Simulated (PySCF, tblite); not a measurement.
# Si₁₆H₁₆O₂₄: electronic excitations, NMR shifts

Wanted: electronic excitations, NMR shifts for Si₁₆H₁₆O₂₄.

Computed with tblite 0.8.0 and PySCF 2.14.0 and routines of our own; the level stands in each step. Atoms count from 0.

### 1 The starting structure

56 atoms, charge 0, multiplicity 1; geometry from: force field, distance geometry or constructed start.

### 2 Optimising the geometry with GFN2-xTB

What the job is given:

```
{"job": {"kind": "relax", "xc": "GFN2-xTB", "basis": "xTB"}, "charge": 0, "multiplicity": 1}
Si     4.055200    -0.001800     1.548400
Si     2.860800     2.866600     1.543100
Si     0.005200     4.048000     1.551000
Si    -2.864700     2.868400     1.543800
Si    -4.051300    -0.001200     1.553400
Si    -2.867300    -2.864500     1.547400
Si     0.000100    -4.048600     1.546700
Si     2.867400    -2.861300     1.551500
Si     4.053000    -0.002100    -1.550400
Si     2.861200     2.863200    -1.548400
Si    -0.002100     4.049100    -1.552100
Si    -2.866500     2.862000    -1.550000
Si    -4.053700     0.000700    -1.545000
Si    -2.861800    -2.864600    -1.552700
Si    -0.002200    -4.045200    -1.549800
Si     2.862100    -2.863400    -1.543700
O      3.940400     1.633900     1.767400
O      1.630900     3.936600     1.765500
O     -1.632600     3.941800     1.769000
O     -3.937200     1.632900     1.769200
O     -3.942300    -1.628200     1.768000
O     -1.632900    -3.938500     1.766300
O      3.943400    -1.627400     1.773100
O      1.627800    -3.944300     1.765000
O      4.616500     0.002600     0.000900
O      3.257900     3.263100     0.002500
O      3.940700     1.634300    -1.767200
O     -0.000600     4.616600     0.001200
O      1.632600     3.940400    -1.768500
O     -3.262900     3.264400     0.003400
O     -1.628400     3.940600    -1.767600
O     -4.617900     0.001300     0.000200
O     -3.941000     1.632100    -1.768400
O     -3.261900    -3.265300     0.003700
O     -3.938800    -1.630200    -1.769800
O      0.000500    -4.613800    -0.002900
O     -1.632800    -3.939900    -1.770600
O      3.264900    -3.261500    -0.002600
O      3.941100    -1.635900    -1.766600
O      1.627200    -3.936600    -1.765300
H      5.395100    -0.002300     2.068500
H      3.820900     3.809400     2.068400
H      0.004900     5.396200     2.061100
H     -3.812400     3.814500     2.062900
H     -5.398900     0.001700     2.067100
H     -3.816900    -3.813400     2.061300
H      0.002400    -5.395100     2.064100
H      3.814700    -3.812400     2.067000
H      5.396800     0.000400    -2.064500
H      3.816900     3.815700    -2.062700
H     -0.000900     5.387900    -2.061600
H     -3.808400     3.816300    -2.065000
H     -5.395600    -0.000400    -2.064600
H     -3.818400    -3.816600    -2.067700
H      0.000700    -5.396100    -2.063200
H      3.814500    -3.812000    -2.064100
```

Command:

```sh
> OMP_NUM_THREADS=8 python large_run.py task.json out
```

This one command runs all jobs of the session in turn.

Log:

```text
step      E/eV     max force
  0   -3680.51022    5.078
  1   -3688.51251    3.269
  2   -3696.90147    2.752
  3   -3701.18899    2.597
  4   -3703.91620    1.798
  5   -3704.67091    0.859
  6   -3705.18192    0.808
  7   -3705.66161    1.002
  8   -3706.34602    1.048
  9   -3706.95728    0.881
 10   -3707.50024    0.903
 11   -3707.83637    0.726
 12   -3708.56992    0.969
 13   -3709.14076    0.650
 14   -3709.27725    0.184
 15   -3709.28876    0.053
 16   -3709.28955    0.040
 17   -3709.29018    0.040
 18   -3709.29185    0.048
 19   -3709.29404    0.058
 20   -3709.29560    0.043
 21   -3709.29623    0.026
 22   -3709.29641    0.024
 23   -3709.29653    0.019
```

Run time: 6.3 s. Hardware: 8 threads of Intel Xeon 6975P-C, shared host; peak memory 0.17 GiB.

The steps of the relaxation:

| step | energy from step 0 (eV) | largest force (eV/Å) |
| --- | --- | --- |
| 0 | 0.0000 | 5.0781 |
| 1 | -8.0023 | 3.2694 |
| 2 | -16.3912 | 2.7530 |
| 3 | -20.6788 | 2.5974 |
| 4 | -23.4060 | 1.7974 |
| 5 | -24.1607 | 0.8597 |
| 6 | -24.6717 | 0.8080 |
| 7 | -25.1514 | 1.0022 |
| 8 | -25.8358 | 1.0477 |
| 9 | -26.4471 | 0.8804 |
| 10 | -26.9900 | 0.9030 |
| 11 | -27.3261 | 0.7257 |
| 12 | -28.0597 | 0.9687 |
| 13 | -28.6305 | 0.6501 |
| 14 | -28.7670 | 0.1839 |
| 15 | -28.7785 | 0.0535 |
| 16 | -28.7793 | 0.0405 |
| 17 | -28.7800 | 0.0404 |
| 18 | -28.7816 | 0.0490 |
| 19 | -28.7838 | 0.0572 |
| 20 | -28.7854 | 0.0431 |
| 21 | -28.7860 | 0.0262 |
| 22 | -28.7862 | 0.0240 |
| 23 | -28.7863 | 0.0190 |

Close pairs (by a distance rule), those that changed most:

| bond | before (Å) | after (Å) | change (Å) |
| --- | --- | --- | --- |
| Si7–O23 | 1.660 | 1.608 | -0.052 |
| Si11–O30 | 1.656 | 1.608 | -0.049 |
| Si2–O18 | 1.656 | 1.608 | -0.048 |
| Si8–O26 | 1.655 | 1.608 | -0.047 |
| Si0–O16 | 1.654 | 1.608 | -0.047 |
| Si1–O16 | 1.654 | 1.608 | -0.046 |
| Si5–O20 | 1.653 | 1.608 | -0.045 |
| Si10–O28 | 1.653 | 1.608 | -0.045 |

The next job starts from the end point, and lists it.

### 3 Electronic excitations: TDA wB97X-D/6-31G*

What the job is given:

```
{"job": {"kind": "uv", "basis": "6-31G*", "grid": 1, "kgrid": 0, "vcut": 1.5, "nstates": 6, "ntriplets": 2, "tda": true, "delta": ["ip_vertical"], "pop": true, "xc": "wB97X-D"}, "charge": 0, "multiplicity": 1}
Si     3.983405    -0.000172     1.543106
Si     2.816367     2.816111     1.542682
Si     0.000447     3.982517     1.542446
Si    -2.815471     2.816728     1.542059
Si    -3.983161     0.001278     1.542641
Si    -2.816309    -2.815353     1.542214
Si    -0.000470    -3.981971     1.542252
Si     2.815784    -2.816190     1.542945
Si     3.984107    -0.000072    -1.541875
Si     2.817128     2.815845    -1.542264
Si     0.000882     3.981621    -1.542800
Si    -2.815801     2.816397    -1.542430
Si    -3.983553     0.000343    -1.542171
Si    -2.817189    -2.815593    -1.542879
Si    -0.000673    -3.980860    -1.542746
Si     2.815717    -2.815774    -1.541792
O      3.097835     1.282837     1.936251
O      1.283062     3.096812     1.936480
O     -1.282254     3.096915     1.936206
O     -3.095946     1.283271     1.935444
O     -3.097871    -1.282090     1.935483
O     -1.283026    -3.096077     1.935898
O      3.097612    -1.283033     1.936166
O      1.282087    -3.095929     1.935378
O      4.457015     0.000110     0.000697
O      3.150796     3.151401     0.000246
O      3.098167     1.282538    -1.935367
O      0.000761     4.454858    -0.000312
O      1.283667     3.095819    -1.935849
O     -3.150559     3.152073    -0.000145
O     -1.282070     3.095727    -1.935460
O     -4.457195     0.000591     0.000259
O     -3.098140     1.283303    -1.935610
O     -3.150709    -3.150377    -0.000274
O     -3.097685    -1.282153    -1.935965
O     -0.000698    -4.454705    -0.000358
O     -1.283651    -3.095497    -1.936189
O      3.150708    -3.151122     0.000532
O      3.098110    -1.282645    -1.935030
O      1.282076    -3.094767    -1.936052
H      5.226157    -0.000193     2.290753
H      3.695446     3.694392     2.290580
H      0.001210     5.225953     2.288780
H     -3.694182     3.695595     2.289215
H     -5.226021     0.001040     2.290338
H     -3.695534    -3.694490     2.288841
H     -0.000712    -5.224801     2.289499
H      3.694201    -3.695722     2.289672
H      5.227071    -0.000474    -2.288939
H      3.695790     3.695911    -2.288253
H      0.000174     5.224593    -2.290056
H     -3.694268     3.695675    -2.289706
H     -5.226575     0.000898    -2.289118
H     -3.695620    -3.694741    -2.290164
H      0.000406    -5.224258    -2.289484
H      3.694518    -3.694449    -2.289644
```

Level: TDA wB97X-D/6-31G*, vertical, gas phase, core orbitals frozen in the response, virtual orbitals cut by energy.

Log:

```text
start: PBE on a coarse grid of 58292 points
cycle   1  E = -6442.7827090468  dE =  1.060e+01  |g| = 3.621e+00  |ddm| = 8.952e+00
cycle   2  E = -6436.2187852798  dE =  6.564e+00  |g| = 6.773e+00  |ddm| = 7.845e+00
cycle   3  E = -6445.1077191394  dE = -8.889e+00  |g| = 5.131e-01  |ddm| = 5.928e+00
cycle   4  E = -6445.1413581435  dE = -3.364e-02  |g| = 4.196e-01  |ddm| = 8.473e-01
cycle   5  E = -6445.1729410976  dE = -3.158e-02  |g| = 9.951e-02  |ddm| = 3.336e-01
cycle   6  E = -6445.1753810023  dE = -2.440e-03  |g| = 1.063e-02  |ddm| = 1.229e-01
cycle   7  E = -6445.1754031855  dE = -2.218e-05  |g| = 1.575e-03  |ddm| = 1.196e-02
final grid: 242406 points
cycle   8  E = -6448.2341595694  dE = -3.704e-02  |g| = 1.758e-01  |ddm| = 6.359e-01
cycle   9  E = -6448.2352369528  dE = -1.077e-03  |g| = 1.606e-01  |ddm| = 2.077e-01
cycle  10  E = -6448.2399242848  dE = -4.687e-03  |g| = 1.809e-02  |ddm| = 1.091e-01
cycle  11  E = -6448.2399962642  dE = -7.198e-05  |g| = 6.133e-03  |ddm| = 2.540e-02
cycle  12  E = -6448.2400080082  dE = -1.174e-05  |g| = 1.292e-03  |ddm| = 4.862e-03
cycle  13  E = -6448.2400039048  dE =  4.103e-06  |g| = 2.246e-04  |ddm| = 1.369e-03
cycle  14  E = -6448.2400042621  dE = -3.573e-07  |g| = 3.308e-05  |ddm| = 5.354e-04
converged SCF energy = -6448.2400042621
Vertical ionisation energy (delta-SCF) = 11.3046 eV   <S^2> = 0.752

Static polarisability (au): isotropic 295.937, principal 271.759 308.002 308.050

Singlet excitations
state   eV       nm        f      main configurations
  1   9.6790    128.1   0.00000   H-8->L 0.46, H-6->L+1 0.10, H-7->L+2 0.10
  2   9.7362    127.3   0.00000   H-6->L 0.33, H-8->L+1 0.21
  3   9.7372    127.3   0.00000   H-7->L 0.33, H-8->L+2 0.21
  4   9.9024    125.2   0.00000   H-2->L 0.35, H-6->L+2 0.13, H-7->L+1 0.13
  5   9.9057    125.2   0.00001   H-3->L 0.35, H-6->L+1 0.13, H-7->L+2 0.12
  6   9.9146    125.1   0.00001   H-1->L 0.36

Triplet excitations (Tamm-Dancoff, eV): 9.3741 9.4055
```

It took 2.6 min on 8 threads of Intel Xeon 6975P-C, shared host; peak memory 6.2 GiB.

Frontier orbitals and where they lie:

| orbital | eV | atoms |
| --- | --- | --- |
| HOMO−4 | -11.31 | O30 5 %, O23 4 %, H51 4 % |
| HOMO−3 | -11.30 |  |
| HOMO−2 | -11.30 |  |
| HOMO−1 | -11.26 | O16 5 %, O23 5 %, O18 5 % |
| HOMO | -11.26 | O38 5 %, O36 5 %, O32 5 % |
| LUMO | 2.50 | Si3 4 %, Si11 4 %, Si12 4 % |
| LUMO+1 | 2.99 | Si4 6 %, Si0 6 %, Si12 6 % |
| LUMO+2 | 2.99 | Si14 6 %, Si6 6 %, Si10 6 % |
| LUMO+3 | 3.38 | Si14 10 %, Si6 10 %, Si2 10 % |

Ground-state properties from the same run:

| property | computed |
| --- | --- |
| dipole moment (D) | 0.00 |
| polarisability (Å³) | 43.85 |
| HOMO–LUMO gap (eV) | 13.76 |
| −ε(HOMO) (eV) | 11.26 |

### 4 NMR shifts: GIAO KT3/pcSseg-1

The job, as its differences from that of step 3:

```diff
@@ -1,2 +1,2 @@
-{"job": {"kind": "uv", "basis": "6-31G*", "grid": 1, "kgrid": 0, "vcut": 1.5, "nstates": 6, "ntriplets": 2, "tda": true, "delta": ["ip_vertical"], "pop": true, "xc": "wB97X-D"}, "charge": 0, "multiplicity": 1}
+{"job": {"kind": "nmr", "xc": "KT3", "basis": "pcSseg-1", "pop": false}, "charge": 0, "multiplicity": 1}
 Si     3.983405    -0.000172     1.543106
```

Level: GIAO KT3/pcSseg-1 NMR shielding, non-relativistic, gas phase.

Log:

```text
start: PBE on a coarse grid of 58292 points
cycle   1  E = -6441.5914490116  dE =  1.045e+01  |g| = 3.875e+00  |ddm| = 8.791e+00
cycle   2  E = -6434.6070069741  dE =  6.984e+00  |g| = 7.158e+00  |ddm| = 7.879e+00
cycle   3  E = -6443.9833942317  dE = -9.376e+00  |g| = 5.814e-01  |ddm| = 6.231e+00
cycle   4  E = -6444.0253920308  dE = -4.200e-02  |g| = 4.676e-01  |ddm| = 8.765e-01
cycle   5  E = -6444.0619007304  dE = -3.651e-02  |g| = 1.119e-01  |ddm| = 3.238e-01
cycle   6  E = -6444.0646699889  dE = -2.769e-03  |g| = 1.293e-02  |ddm| = 1.313e-01
cycle   7  E = -6444.0647023475  dE = -3.236e-05  |g| = 1.984e-03  |ddm| = 1.317e-02
final grid: 487355 points
cycle   8  E = -6509.2090633617  dE = -1.084e-01  |g| = 6.881e-01  |ddm| = 1.040e+00
cycle   9  E = -6509.1242253045  dE =  8.484e-02  |g| = 8.937e-01  |ddm| = 9.980e-01
cycle  10  E = -6509.2580399069  dE = -1.338e-01  |g| = 1.998e-01  |ddm| = 7.541e-01
cycle  11  E = -6509.2640600476  dE = -6.020e-03  |g| = 3.369e-02  |ddm| = 1.380e-01
cycle  12  E = -6509.2642649761  dE = -2.049e-04  |g| = 3.456e-03  |ddm| = 2.395e-02
cycle  13  E = -6509.2642766543  dE = -1.168e-05  |g| = 7.182e-04  |ddm| = 5.348e-03
cycle  14  E = -6509.2642713213  dE =  5.333e-06  |g| = 1.751e-04  |ddm| = 1.318e-03
cycle  15  E = -6509.2642705678  dE =  7.535e-07  |g| = 5.694e-05  |ddm| = 1.848e-04
converged SCF energy = -6509.2642705678

GIAO shielding tensors (ppm)
atom      isotropic    diamagn.    paramagn.     s11        s22        s33       span
  0 Si     451.849     895.680    -443.830    446.718    450.554    458.275     11.557
  1 Si     451.822     895.672    -443.850    446.693    450.516    458.258     11.564
  2 Si     451.801     895.688    -443.887    446.638    450.502    458.263     11.624
  3 Si     451.753     895.675    -443.922    446.617    450.424    458.217     11.599
  4 Si     451.788     895.684    -443.896    446.650    450.496    458.217     11.566
  5 Si     451.845     895.673    -443.827    446.639    450.537    458.359     11.720
  6 Si     451.802     895.703    -443.900    446.699    450.504    458.204     11.505
  7 Si     451.799     895.683    -443.883    446.638    450.484    458.276     11.638
  8 Si     451.810     895.685    -443.875    446.663    450.536    458.231     11.568
  9 Si     451.793     895.679    -443.886    446.611    450.475    458.293     11.682
 10 Si     451.825     895.700    -443.875    446.673    450.526    458.276     11.603
 11 Si     451.799     895.677    -443.877    446.633    450.490    458.275     11.642
 12 Si     451.806     895.674    -443.867    446.648    450.510    458.262     11.614
 13 Si     451.770     895.685    -443.915    446.649    450.491    458.171     11.523
 14 Si     451.798     895.684    -443.886    446.596    450.482    458.316     11.720
 15 Si     451.788     895.673    -443.886    446.658    450.471    458.235     11.577
 16 O      215.444     413.545    -198.101    179.711    203.194    263.427     83.716
 17 O      215.448     413.549    -198.101    179.751    203.208    263.384     83.633
 18 O      215.473     413.541    -198.068    179.765    203.238    263.415     83.650
 19 O      215.449     413.553    -198.104    179.772    203.188    263.387     83.615
 20 O      215.481     413.541    -198.060    179.745    203.233    263.465     83.720
 21 O      215.468     413.550    -198.082    179.760    203.235    263.408     83.648
 22 O      215.510     413.539    -198.029    179.772    203.253    263.504     83.731
 23 O      215.476     413.550    -198.074    179.790    203.227    263.410     83.619
 24 O      211.420     414.802    -203.382    165.448    198.090    270.723    105.275
 25 O      211.363     414.778    -203.415    165.358    198.124    270.605    105.248
 26 O      215.490     413.535    -198.046    179.767    203.221    263.480     83.712
 27 O      211.407     414.820    -203.413    165.438    198.091    270.692    105.254
 28 O      215.482     413.554    -198.072    179.788    203.238    263.419     83.631
 29 O      211.325     414.776    -203.451    165.296    198.090    270.589    105.294
 30 O      215.459     413.559    -198.100    179.770    203.217    263.389     83.618
 31 O      211.348     414.803    -203.454    165.339    198.024    270.681    105.343
 32 O      215.497     413.531    -198.035    179.758    203.252    263.479     83.721
 33 O      211.393     414.778    -203.385    165.393    198.155    270.632    105.238
 34 O      215.465     413.533    -198.068    179.752    203.218    263.425     83.673
 35 O      211.379     414.818    -203.439    165.398    198.064    270.675    105.277
 36 O      215.478     413.542    -198.065    179.782    203.232    263.418     83.636
 37 O      211.335     414.778    -203.443    165.317    198.096    270.593    105.276
 38 O      215.458     413.537    -198.079    179.734    203.219    263.422     83.687
 39 O      215.424     413.567    -198.143    179.734    203.197    263.340     83.606
 40 H       27.177      27.907      -0.730     22.865     24.037     34.627     11.762
 41 H       27.175      27.910      -0.735     22.862     24.039     34.625     11.763
 42 H       27.177      27.913      -0.736     22.867     24.038     34.628     11.761
 43 H       27.179      27.915      -0.736     22.868     24.038     34.629     11.761
 44 H       27.174      27.908      -0.733     22.865     24.033     34.625     11.760
 45 H       27.176      27.909      -0.733     22.865     24.037     34.626     11.761
 46 H       27.178      27.922      -0.743     22.866     24.040     34.629     11.763
 47 H       27.179      27.915      -0.737     22.867     24.038     34.630     11.763
 48 H       27.178      27.909      -0.731     22.867     24.037     34.630     11.763
 49 H       27.177      27.908      -0.731     22.868     24.034     34.629     11.761
 50 H       27.176      27.917      -0.741     22.865     24.038     34.626     11.761
 51 H       27.177      27.913      -0.736     22.865     24.037     34.627     11.762
 52 H       27.179      27.907      -0.729     22.868     24.038     34.630     11.761
 53 H       27.177      27.912      -0.735     22.863     24.037     34.630     11.766
 54 H       27.175      27.913      -0.738     22.866     24.035     34.624     11.757
 55 H       27.175      27.913      -0.739     22.863     24.037     34.624     11.761
```

Run time: 22 s. Hardware: 8 threads of Intel Xeon 6975P-C, shared host; peak memory 3.7 GiB.

Shifts follow as δ = σ(reference) − σ, with reference shieldings (ppm) from runs at the same level and on the same kind of geometry: ¹H TMS 31.76, ²⁹Si TMS 361.7, ¹⁷O H2O 330.8. The references are single molecules in the gas phase, so shifts against H2O, NH3, PH3, H3PO4 or CFCl3 are not on the usual liquid scales and can be off by tens of ppm. Atoms listed in one row are averaged.

| atoms | environment | σ (ppm) | δ (ppm) |
| --- | --- | --- | --- |
| H40, H41, H42, H43, H44 and 11 more | hydrogen on a silicon bonded to 3 O | 27.18 | 4.58 |
| Si0, Si1, Si2, Si3, Si4 and 11 more | silicon bonded to 3 O, H | 451.8 | -90.1 |
| O24, O25, O27, O29, O31 and 3 more | oxygen bonded to 2 Si | 211.4 | 119.4 |
| O16, O17, O18, O19, O20 and 11 more | oxygen bonded to 2 Si | 215.5 | 115.3 |

Ring of atoms Si0, Si1, Si8, Si9, O16, O24, O25, O26: NICS(0) -0.5, NICS(1) -0.1, NICS(1)zz 5.2 ppm (means of both faces).

### 5 Summary of results

| quantity | value |
| --- | --- |
| lowest singlet (wB97X-D/6-31G*) | 9.68 eV (128 nm), f = 0.000 |
| brightest single state of those computed | state 5, 9.91 eV, f = 0.000 |
| lowest triplet | 9.37 eV |
| vertical ionisation energy (ΔSCF) | 11.30 eV |
| ¹H shifts against TMS (KT3/pcSseg-1, means over atoms taken as alike) | 4.58 ppm |
| ²⁹Si shifts against TMS (KT3/pcSseg-1, means over atoms taken as alike) | -90.1 ppm |
| ¹⁷O shifts against H2O (KT3/pcSseg-1, means over atoms taken as alike) | 119.4, 115.3 ppm |

In words: The first singlet state (HOMO−8→LUMO 0.46, HOMO−6→LUMO+1 0.10) lies at 9.68 eV and is dark. The lowest triplet lies 0.30 eV below the lowest singlet. The basis of wB97X-D/6-31G* has no diffuse functions, so Rydberg states are missing and the high states are unreliable. ΔSCF puts the ionisation energy at 11.30 eV, 0.05 eV above −ε(HOMO). At KT3/pcSseg-1: The widest tensor belongs to O24, O25, O27, O29, O31 and 3 more: span 105 ppm, with a paramagnetic part of -203 ppm.
